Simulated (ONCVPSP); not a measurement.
# Sb: generating and testing an ONCV potential

Aim: build the potential from the settings below, then test how well it stands in for the atom: other configurations, scattering, ghost states and the plane-wave cutoff that it needs.

The numbers are computed with ONCVPSP 4.0.1.1 (patched build) (PBEsol, scalar-relativistic, spin-unpolarised reference atom).

## Step 1: The atom and the settings

Typed settings, in words:

```json
{
 "element": "antimony (Sb, Z = 51)",
 "type": "optimised norm-conserving Vanderbilt (ONCV)",
 "frozen core": "[Ar] 3d10",
 "valence charge": "23",
 "reference configuration": "4s2 4p6 4d10 5s2 5p3",
 "partial waves": "4s+5s: rc 1.50 bohr, ncon 4, nbas 7, qcut 8.3 1/bohr, 2 projectors; 4p+5p: rc 1.15 bohr, ncon 4, nbas 7, qcut 10.4 1/bohr, 2 projectors; 4d: rc 1.45 bohr, ncon 4, nbas 9, qcut 12.4 1/bohr, 2 projectors, debl 2.9 Ha",
 "local potential": "polynomial inside 0.46 bohr (lpopt 5, dvloc0 0 Ha)",
 "core correction": "not asked for"
}
```

The outer shells as boxes (Hund's rule for the drawing; the calculation is spin-unpolarised):

```
[Ar] core
3d [↑↓][↑↓][↑↓][↑↓][↑↓]
4s [↑↓]
4p [↑↓][↑↓][↑↓]
4d [↑↓][↑↓][↑↓][↑↓][↑↓]
5s [↑↓]
5p [↑ ][↑ ][↑ ]
```

An earlier all-electron run gives the scale for the radii.

All-electron outer shells of the reference configuration (PBEsol, scalar-relativistic, ld1.x):

```json
{"shell": "3p", "level (eV)": "-750.06", "outermost node (bohr)": "0.13", "outermost maximum (bohr)": "0.29"}
{"shell": "3d", "level (eV)": "-515.82", "outermost node (bohr)": "–", "outermost maximum (bohr)": "0.24"}
{"shell": "4s", "level (eV)": "-148.62", "outermost node (bohr)": "0.39", "outermost maximum (bohr)": "0.73"}
{"shell": "4p", "level (eV)": "-101.63", "outermost node (bohr)": "0.39", "outermost maximum (bohr)": "0.76"}
{"shell": "4d", "level (eV)": "-33.45", "outermost node (bohr)": "0.38", "outermost maximum (bohr)": "0.84"}
{"shell": "5s", "level (eV)": "-12.88", "outermost node (bohr)": "0.95", "outermost maximum (bohr)": "1.90"}
{"shell": "5p", "level (eV)": "-4.84", "outermost node (bohr)": "1.04", "outermost maximum (bohr)": "2.35"}
```

## Step 2: The generation run

Sb.dat

```
# ATOM AND REFERENCE CONFIGURATION
# atsym  z   nc   nv     iexc    psfile
  Sb 51.00    6    5  -116133      upf
#
#   n    l    f
    1    0    2.00
    2    0    2.00
    2    1    6.00
    3    0    2.00
    3    1    6.00
    3    2   10.00
    4    0    2.00
    4    1    6.00
    4    2   10.00
    5    0    2.00
    5    1    3.00
#
# PSEUDOPOTENTIAL AND OPTIMIZATION
# lmax
    2
#
#   l,   rc,      ep,       ncon, nbas, qcut
    0    1.50    0.00    4    7    8.30
    1    1.15    0.00    4    7   10.40
    2    1.45    0.00    4    9   12.40
#
# LOCAL POTENTIAL
# lloc, lpopt,  rc(5),   dvloc0
    4    5    0.46    0.00
#
# VANDERBILT-KLEINMAN-BYLANDER PROJECTORs
# l, nproj, debl
    0    2    2.30
    1    2    2.50
    2    2    2.90
#
# MODEL CORE CHARGE
# icmod, fcfact, rcfact
    0    0.00    0.00
#
# LOG DERIVATIVE ANALYSIS
# epsh1, epsh2, depsh
   -7.00    5.00    0.04
#
# OUTPUT GRID
# rlmax, drl
    6.00    0.01
#
# TEST CONFIGURATIONS
# ncnf
    4
# nvcnf
#   n    l    f
    5
    4    0    2.00
    4    1    6.00
    4    2   10.00
    5    0    2.00
    5    1    2.00
#
    5
    4    0    2.00
    4    1    6.00
    4    2   10.00
    5    0    2.00
    5    1    1.00
#
    5
    4    0    2.00
    4    1    6.00
    4    2   10.00
    5    0    2.00
    5    1    0.00
#
    5
    4    0    2.00
    4    1    6.00
    4    2   10.00
    5    0    2.00
    5    1    2.50
#
```

Launch:

```bash
oncvpsp.x < Sb.dat > Sb.out
```

Before running it: what results should come out? Wanted: cutoffs for 1 and 0.1 mHa per electron, occupied waves; bound ghosts; GHOST(+) flags; largest test error; largest phase difference near zero energy, channels read.

As calculated:

```
                                                quantity                               value
  cutoffs for 1 and 0.1 mHa per electron, occupied waves                     47 Ha and 55 Ha
                                            bound ghosts                     s at -605.45 eV
                                          GHOST(+) flags                         p at 133 eV
                            largest test error (AE − PS)  -9.7 meV, for 4s2 4p6 4d10 5s2 5p0
largest phase difference near zero energy, channels read                           0.000 rad
```

What this shows: A bound ghost (s) makes it unfit for use: electrons can fall into a state that the atom doesn't have. By total energies transferability is good: the largest error is 9.7 meV on 48.8 eV, for 4s2 4p6 4d10 5s2 5p0. Atomic tests can pass in spite of a ghost, since they solve only for the levels asked. By its cutoff, 47 Ha for the looser tolerance, it is hard. Near zero energy the phases of the channels with partial waves agree within 0.001 rad. The program also flags highly localised states, GHOST(+) (p). All of this concerns the isolated atom, not yet a solid.
